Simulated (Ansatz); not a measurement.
# FH5OSeSi2: how energies converge with the basis set

Aim: see how fast density functionals converge with the basis set for FH5OSeSi2.

Method: one geometry, several basis sets; program: Ansatz 0.2.0, Gaussian basis.

Levels to be run: PBE0-D4/def2-SVP; ωB97M-V/def2-SVP; PBE0-D4/def2-QZVPP; ωB97M-V/def2-QZVPP; the functionals' def2-TZVPP values are taken from earlier runs.

## Step 1: Structure used throughout

An earlier PBE0-D4 in a triple-zeta def2 set relaxation fixed the geometry.

SMILES `F[SiH]([SeH])O[SiH3]`, 10 atoms, charge 0, spin multiplicity 1.

Atoms are counted from 1 here; the program's logs count them from 0.

Bond lengths: F1–Si2 1.589 Å, Si2–Se3 2.265 Å, Si2–O4 1.615 Å, Si2–H6 1.474 Å, Se3–H7 1.470 Å, O4–Si5 1.645 Å, Si5–H8 1.485 Å, Si5–H9 1.481 Å, Si5–H10 1.483 Å. Angles: F1–Si2–Se3 110.3°, F1–Si2–O4 106.8°, F1–Si2–H6 108.5°, Se3–Si2–O4 112.5°, Se3–Si2–H6 107.8°, O4–Si2–H6 110.9°, Si2–Se3–H7 91.9°, Si2–O4–Si5 144.4°, O4–Si5–H8 109.9°, O4–Si5–H9 107.4°, O4–Si5–H10 109.9°, H8–Si5–H9 109.9°, H8–Si5–H10 109.5°, H9–Si5–H10 110.1°.

## Step 2: PBE0-D4 in def2-SVP

The input, in.yaml:

```yaml
crystal:
  periodic: [false, false, false]
  atoms:
    - {symbol: F, position_ang: [-2.424622, 0.785269, -0.500919]}
    - {symbol: Si, position_ang: [-1.278352, 0.459713, 0.550801]}
    - {symbol: Se, position_ang: [-0.037523, 2.310240, 0.956315]}
    - {symbol: O, position_ang: [-0.403270, -0.747063, -0.070418]}
    - {symbol: Si, position_ang: [1.117650, -1.224389, -0.478105]}
    - {symbol: H, position_ang: [-1.910184, 0.053927, 1.818854]}
    - {symbol: H, position_ang: [0.334792, 2.430563, -0.460741]}
    - {symbol: H, position_ang: [1.765623, -0.186614, -1.319330]}
    - {symbol: H, position_ang: [0.995070, -2.488098, -1.240781]}
    - {symbol: H, position_ang: [1.924016, -1.444748, 0.747225]}
basis:
  gaussian: {orbitals: def2-SVP}
hamiltonian: {xc: pbe0, dispersion: d4}
output: {orbitals: {seedname: orbitals}}
```

The run is started by

```console
ansatz run in.yaml --threads 4 --pin off --events-out ev --progress --plain --max-ram 10444MiB
```

The runs that follow: ωB97M-V in def2-SVP; PBE0-D4 in def2-QZVPP; ωB97M-V in def2-QZVPP.

Before running them: what should the planned runs give, taken together? Wanted: PBE0-D4: double and triple zeta above quadruple; ωB97M-V: double and triple zeta above quadruple.

**Answer**, as computed:

| quantity | value |
| --- | --- |
| PBE0-D4: double and triple zeta above quadruple | 22.23, 2.22 eV |
| ωB97M-V: double and triple zeta above quadruple | 22.23, 2.11 eV |

**Reading.** PBE0-D4 gains 20.01 eV from double to triple zeta, then 2.22 eV more. These are total energies; as a rule much of such shifts cancels in differences, which this series doesn't test. The LUMO of ωB97M-V is positive and keeps falling with the basis (2.11 to 1.22 eV): an unbound level that the basis holds in place.
